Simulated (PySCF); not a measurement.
# C₅H₅BrS: magnetic properties

What do calculations give for the magnetic properties of C₅H₅BrS (`S=C1C=C[C@H]1CBr`)?

Programs: PySCF 2.14.0, with routines of our own; each step states its level. All values are computed. Atoms count from 0.

## Step 1: The starting structure

12 atoms, charge 0, multiplicity 1; geometry from: GFN2-xTB.

## Step 2: Magnetic properties: GIAO wB97X-D/pcSseg-1

Job settings and geometry (Å):

```
{"job": {"kind": "mag", "xc": "wB97X-D", "basis": "pcSseg-1", "isotopologues": 2}, "charge": 0, "multiplicity": 1}
S      1.573885    -2.206854     0.634486
C      1.122329    -0.706104     0.266302
C      1.678228     0.428018    -0.444176
C      0.561147     1.165577    -0.294209
C     -0.175611     0.097176     0.491770
C     -1.407575    -0.501552    -0.147906
Br    -2.888544     0.774719    -0.121387
H      2.633792     0.589654    -0.905600
H      0.250467     2.143650    -0.609988
H     -0.368964     0.350611     1.537238
H     -1.233705    -0.750992    -1.194519
H     -1.744251    -1.384589     0.394350
```

With the program's defaults for keys left out, this is: GIAO wB97X-D/pcSseg-1 magnetisability, rotational g tensor and spin-rotation constants, non-relativistic, gas phase.

Command:

```sh
OMP_NUM_THREADS=1 python excited_run.py task.json out
```

The driver reads the jobs from task.json and runs them one after another.

What it wrote:

```text
coarse grid: 51912 points
cycle   1  E = -3165.4154385078  dE =  1.033e-01  |g| = 7.807e-01  |ddm| = 3.417e+00
cycle   2  E = -3165.3993234809  dE =  1.612e-02  |g| = 6.507e-01  |ddm| = 1.288e+00
cycle   3  E = -3165.4850855889  dE = -8.576e-02  |g| = 1.981e-01  |ddm| = 8.715e-01
cycle   4  E = -3165.4947563961  dE = -9.671e-03  |g| = 4.088e-02  |ddm| = 2.037e-01
cycle   5  E = -3165.4951003774  dE = -3.440e-04  |g| = 9.884e-03  |ddm| = 6.118e-02
cycle   6  E = -3165.4951393946  dE = -3.902e-05  |g| = 4.838e-03  |ddm| = 2.517e-02
cycle   7  E = -3165.4951485287  dE = -9.134e-06  |g| = 1.919e-03  |ddm| = 1.087e-02
final grid: 107720 points
cycle   8  E = -3165.4947674451  dE = -3.507e-06  |g| = 1.982e-03  |ddm| = 7.292e-03
cycle   9  E = -3165.4947674823  dE = -3.727e-08  |g| = 2.267e-03  |ddm| = 3.588e-03
cycle  10  E = -3165.4947685391  dE = -1.057e-06  |g| = 2.034e-04  |ddm| = 1.980e-03
cycle  11  E = -3165.4947685715  dE = -3.249e-08  |g| = 1.659e-04  |ddm| = 5.693e-04
cycle  12  E = -3165.4947685854  dE = -1.387e-08  |g| = 3.226e-05  |ddm| = 5.359e-04
cycle  13  E = -3165.4947685860  dE = -5.912e-10  |g| = 2.389e-05  |ddm| = 8.204e-05
converged SCF energy = -3165.4947685860

Magnetisability tensor (1e-30 J/T^2)
    -1324.91      -62.05      -84.59
      -62.05    -1078.87     -154.16
      -84.59     -154.16    -1432.96
isotropic -1278.91   principal values   -1538.71  -1279.71  -1018.31
isotropic susceptibility -77.018 1e-6 cm^3/mol

Inertial axes            a          b          c
rot. const./GHz      3.8782     0.6084     0.5370
chi total           -74.420    -66.599    -90.035
chi diamagnetic    -421.708  -1819.454  -2071.206
chi paramagnetic    347.288   1752.856   1981.171
quadrupole/D A      -11.987      8.491      3.497
g nuclear            0.5776     0.4866     0.4938
g electronic        -0.6327    -0.5010    -0.4998
g total             -0.0551    -0.0143    -0.0060

Spin-rotation constants (kHz, H = +C I.J)
atom  isotope        aa         bb         cc
  6   79Br        0.829      1.033      0.821
  7     1H       -0.058     -0.005     -0.051
  8     1H        0.007      0.030     -0.064
  9     1H       -0.396     -0.072      0.028
 10     1H       -0.431     -0.064      0.020
 11     1H       -0.426      0.025     -0.050
  0    33S*       3.276      0.576      0.107
  1    13C*       2.476      0.370      0.134
  2    13C*       1.364      0.299      0.109
  3    13C*       1.583      0.354      0.094
  4    13C*       0.757      0.137      0.115
  5    13C*       0.650      0.117      0.104
* in the singly substituted isotopologue

Isotopologues: g along a, b, c
2H    at 7,8,9,10,11       -0.0479    -0.0141    -0.0059
34S   at 0                 -0.0545    -0.0140    -0.0058
```

Wall time 50 s (1 thread of Arm Neoverse V1, shared host); peak memory 1 GiB.

From this job:

| quantity | value |
| --- | --- |
| magnetisability | -1279·10⁻³⁰ J/T² |
| molar susceptibility | -77.0·10⁻⁶ cm³/mol |
| rotational g (a, b, c) | -0.0551, -0.0143, -0.0060 |

The fields below are evaluated on a grid from the run's orbitals.

Frontier orbitals at wB97X-D/pcSseg-1, with the share of their density that lies nearest to each atom:

| orbital | energy (eV) | lies on |
| --- | --- | --- |
| HOMO | -8.53 | S0 79 % |
| LUMO | -0.99 | S0 33 %; C1 28 %; C3 22 % |

ELF in a plane through or near 8 of the atoms.

Values, 10 rows by 14 columns:
```
0.00 0.00 0.00 0.00 0.00 0.00 0.00 0.00 0.00 0.00 0.00 0.00 0.00 0.00
0.00 0.00 0.00 0.00 0.00 0.00 0.00 0.00 0.00 0.00 0.00 0.00 0.00 0.00
0.00 0.00 0.00 0.00 0.00 0.34 0.99 0.94 0.00 0.34 0.50 0.21 0.02 0.00
0.00 0.00 0.01 0.06 0.05 0.34 0.98 0.84 0.04 0.81 0.65 0.68 0.29 0.03
0.00 0.00 0.61 0.98 0.75 0.76 0.18 0.77 0.15 0.61 0.69 0.32 0.76 0.20
0.00 0.00 0.11 0.56 0.59 0.91 0.50 0.55 0.65 0.26 0.39 0.67 0.54 0.03
0.00 0.00 0.00 0.10 0.27 0.80 0.69 0.10 0.54 1.00 0.91 0.01 0.00 0.00
0.00 0.00 0.12 0.81 0.92 0.77 0.75 0.67 0.01 0.51 0.23 0.00 0.00 0.00
0.00 0.00 0.01 0.48 0.81 0.83 0.89 0.74 0.02 0.00 0.00 0.00 0.00 0.00
0.00 0.00 0.00 0.00 0.03 0.06 0.11 0.03 0.00 0.00 0.00 0.00 0.00 0.00
```
The map spans 10.8 Å across and 10.1 Å up, centred on the molecule. Atoms in the plane (x, y in Å): S0 (-1.3, -2.4), C1 (-1.0, -0.9), C2 (-1.7, 0.4), C3 (-0.7, 1.1), C5 (1.4, -0.3), Br6 (2.8, 1.0), H8 (-0.5, 2.2), H11 (1.9, -1.3).

On the surface of density 0.002 e/bohr³ the electrostatic potential runs, from the 1st to the 99th percentile, from -0.91 V near S0 to 1.30 V near H8.

## Step 3: Magnetic properties: GIAO PBE/def2-SVP

Settings changed since step 2:

```diff
@@ -1,2 +1,2 @@
-{"job": {"kind": "mag", "xc": "wB97X-D", "basis": "pcSseg-1", "isotopologues": 2}, "charge": 0, "multiplicity": 1}
+{"job": {"kind": "mag", "xc": "PBE", "basis": "def2-SVP", "scf": {"aux": "def2-qzvpp-jkfit"}}, "charge": 0, "multiplicity": 1}
 S      1.573885    -2.206854     0.634486
```

Method: GIAO PBE/def2-SVP magnetisability, rotational g tensor and spin-rotation constants, non-relativistic, gas phase.

What it wrote:

```text
final grid: 107720 points
cycle   1  E = -3164.4003664299  dE = -2.735e-01  |g| = 3.421e-01  |ddm| = 4.216e+00
cycle   2  E = -3164.3797932054  dE =  2.057e-02  |g| = 4.223e-01  |ddm| = 1.155e+00
cycle   3  E = -3164.4186007129  dE = -3.881e-02  |g| = 2.161e-01  |ddm| = 7.870e-01
cycle   4  E = -3164.4321647572  dE = -1.356e-02  |g| = 7.292e-02  |ddm| = 3.436e-01
cycle   5  E = -3164.4336470764  dE = -1.482e-03  |g| = 2.496e-02  |ddm| = 1.298e-01
cycle   6  E = -3164.4338116806  dE = -1.646e-04  |g| = 8.413e-03  |ddm| = 3.898e-02
cycle   7  E = -3164.4338267820  dE = -1.510e-05  |g| = 3.774e-03  |ddm| = 1.186e-02
cycle   8  E = -3164.4338305761  dE = -3.794e-06  |g| = 9.413e-04  |ddm| = 5.014e-03
cycle   9  E = -3164.4338307925  dE = -2.164e-07  |g| = 2.247e-04  |ddm| = 1.339e-03
cycle  10  E = -3164.4338308063  dE = -1.386e-08  |g| = 8.373e-05  |ddm| = 4.837e-04
cycle  11  E = -3164.4338308083  dE = -1.964e-09  |g| = 1.589e-05  |ddm| = 1.445e-04
cycle  12  E = -3164.4338308084  dE = -6.048e-11  |g| = 9.682e-06  |ddm| = 3.590e-05
converged SCF energy = -3164.4338308084

Magnetisability tensor (1e-30 J/T^2)
    -1285.19      -78.50      -84.94
      -78.50     -996.50     -170.64
      -84.94     -170.64    -1411.62
isotropic -1231.10   principal values   -1521.43  -1242.62   -929.25
isotropic susceptibility -74.139 1e-6 cm^3/mol

Inertial axes            a          b          c
rot. const./GHz      3.8782     0.6084     0.5370
chi total           -70.733    -62.673    -89.010
chi diamagnetic    -420.432  -1816.423  -2068.727
chi paramagnetic    349.699   1753.749   1979.718
quadrupole/D A      -10.313      7.184      3.129
g nuclear            0.5776     0.4866     0.4938
g electronic        -0.6371    -0.5012    -0.4994
g total             -0.0595    -0.0146    -0.0056

Spin-rotation constants (kHz, H = +C I.J)
atom  isotope        aa         bb         cc
  6   79Br        0.928      1.081      0.855
  7     1H       -0.056     -0.005     -0.053
  8     1H        0.025      0.031     -0.065
  9     1H       -0.394     -0.072      0.029
 10     1H       -0.433     -0.064      0.022
 11     1H       -0.433      0.026     -0.050
  0    33S*       3.249      0.569      0.091
  1    13C*       2.240      0.332      0.126
  2    13C*       1.246      0.267      0.099
  3    13C*       1.513      0.318      0.086
  4    13C*       0.714      0.127      0.110
  5    13C*       0.592      0.112      0.101
* in the singly substituted isotopologue
```

Wall time 27 s (1 thread of Arm Neoverse V1, shared host); peak memory 0.62 GiB.

From this job:

| quantity | value |
| --- | --- |
| magnetisability | -1231·10⁻³⁰ J/T² |
| molar susceptibility | -74.1·10⁻⁶ cm³/mol |
| rotational g (a, b, c) | -0.0595, -0.0146, -0.0056 |

## Step 4: The levels compared

| level | ξ (10⁻³⁰ J/T²) | g(a) | g(b) | gap (eV) | functions | time |
| --- | --- | --- | --- | --- | --- | --- |
| GIAO wB97X-D/pcSseg-1 | -1279 | -0.0551 | -0.0143 | 7.54 | 175 | 50 s |
| GIAO PBE/def2-SVP | -1231 | -0.0595 | -0.0146 | 1.85 | 145 | 27 s |

## Step 5: Results

| quantity | value |
| --- | --- |
| magnetisability (step 2, GIAO wB97X-D/pcSseg-1) | -1279·10⁻³⁰ J/T² |
| molar susceptibility (step 2, GIAO wB97X-D/pcSseg-1) | -77.0·10⁻⁶ cm³/mol |
| rotational g (a, b, c) (step 2, GIAO wB97X-D/pcSseg-1) | -0.0551, -0.0143, -0.0060 |
| surface potential, 1st and 99th percentile | -0.91 V and 1.30 V |
| magnetisability over the levels | -1279 to -1231·10⁻³⁰ J/T² |

What this shows: Steps that list no spin-orbit terms leave them out, which matters at and beside the heavy atoms. At wB97X-D/pcSseg-1, counted by nearest atom on the grid, the HOMO lies on S0 79 %, the LUMO on S0 33 %; C1 28 %. The magnetisability spreads by 3.8 % over 2 levels, from GIAO wB97X-D/pcSseg-1 (50 s) to GIAO PBE/def2-SVP (27 s); the runs took 27 s to 50 s. Two levels can agree by chance, so this spread shows no convergence. Vibrational averaging and real surroundings are missing from these values.
